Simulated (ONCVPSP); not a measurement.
**An ONCV potential for Zr, from input to tests**

Do these settings give a usable potential? It is generated, then checked for transferability, scattering, ghosts and hardness.

Method: ONCVPSP 4.0.1, PW91, scalar-relativistic.

## (1) Starting point

Typed settings, in words:

- element: zirconium (Zr, Z = 40)
- type: optimised norm-conserving Vanderbilt (ONCV)
- frozen core: [Kr]
- valence charge: 4
- reference configuration: 4d2.5 5s1.5
- partial waves: 5s: rc 2.55 bohr, ncon 3, nbas 6, qcut 3 1/bohr, 2 projectors, debl 2 Ha; p scattering state at 0.03 Ha: rc 2.60 bohr, ncon 4, nbas 8, qcut 3.3 1/bohr, 2 projectors, debl 0.9 Ha; 4d: rc 2.25 bohr, ncon 5, nbas 10, qcut 6.6 1/bohr, 2 projectors, debl 2.7 Ha
- local potential: polynomial inside 2.25 bohr (lpopt 1, dvloc0 0 Ha)
- core correction: polynomial model core, fcfact 0.45

The nodes and maxima of the atom's own shells, from an earlier all-electron run, set the scale for the radii.

All-electron outer shells of the reference configuration (PW91, scalar-relativistic, ld1.x):

| shell | level (eV) | outermost node (bohr) | outermost maximum (bohr) |
| --- | --- | --- | --- |
| 4p | -31.45 | 0.56 | 1.17 |
| 5s | -4.16 | 1.47 | 3.19 |
| 4d | -2.95 | 0.58 | 1.63 |
| 5p | -1.34 | 1.71 | 4.26 |

## (2) Generation

Zr.dat

```
# ATOM AND REFERENCE CONFIGURATION
# atsym  z   nc   nv     iexc    psfile
  Zr 40.00    8    2  -109134      upf
#
#   n    l    f
    1    0    2.00
    2    0    2.00
    2    1    6.00
    3    0    2.00
    3    1    6.00
    3    2   10.00
    4    0    2.00
    4    1    6.00
    4    2    2.50
    5    0    1.50
#
# PSEUDOPOTENTIAL AND OPTIMIZATION
# lmax
    2
#
#   l,   rc,      ep,       ncon, nbas, qcut
    0    2.55    0.00    3    6    3.00
    1    2.60    0.03    4    8    3.30
    2    2.25    0.00    5   10    6.60
#
# LOCAL POTENTIAL
# lloc, lpopt,  rc(5),   dvloc0
    4    1    2.25    0.00
#
# VANDERBILT-KLEINMAN-BYLANDER PROJECTORs
# l, nproj, debl
    0    2    2.00
    1    2    0.90
    2    2    2.70
#
# MODEL CORE CHARGE
# icmod, fcfact, rcfact
    1    0.45    0.00
#
# LOG DERIVATIVE ANALYSIS
# epsh1, epsh2, depsh
   -2.00    5.00    0.02
#
# OUTPUT GRID
# rlmax, drl
    6.00    0.01
#
# TEST CONFIGURATIONS
# ncnf
    4
# nvcnf
#   n    l    f
    2
    4    2    2.00
    5    0    2.00
#
    2
    4    2    2.00
    5    0    1.00
#
    2
    4    2    2.00
    5    0    0.00
#
    2
    4    2    3.00
    5    0    1.00
#
```

On the command line:

```
$ oncvpsp.x < Zr.dat > Zr.out
```

**Question.** What will these runs give? Wanted: cutoffs for 1 and 0.1 mHa per electron, occupied waves; bound ghosts; GHOST(+) flags; largest test error; largest phase difference near zero energy, channels read; rms error of d²Exc/dn², without and with the model core.

As calculated:

| quantity | value |
| --- | --- |
| cutoffs for 1 and 0.1 mHa per electron, occupied waves | 14 Ha and 17 Ha |
| bound ghosts | p at -28.40 eV |
| GHOST(+) flags | s at 1 eV |
| largest test error (AE − PS) | -40 meV, for 4d2 5s0 (1 test unsolved) |
| largest phase difference near zero energy, channels read | 3.115 rad |
| rms error of d²Exc/dn², without and with the model core | 10.98 and 1.36 mHa |

It has a bound ghost (p), a state that the atom doesn't have, and that rules the file out. The worst unpolarised test, 4d2 5s0, is off by 40 meV on 19.7 eV; by total energies transferability rates as fair where solved. Of the tests 1 gave no usable energy difference, which is a warning in itself. By its cutoff, 14 Ha for the looser tolerance, it is soft on the atom at that tolerance. At the looser tolerance the 4d wave is the slowest; 5s needs 2 Ha. That counts occupied waves only; other projectors can need more. Near zero energy the largest phase difference among the channels read is 3.11 rad, in the s channel. A step near π is an extra or missing state, not a misfit of shape. The pseudo curves have a pole with no partner nearby in the atom's: s at 0.03 Ha. At positive energy that is a spurious or a displaced resonance. The program also flags highly localised states, GHOST(+) (s). These are tests on the free atom; a crystal test is still owed.
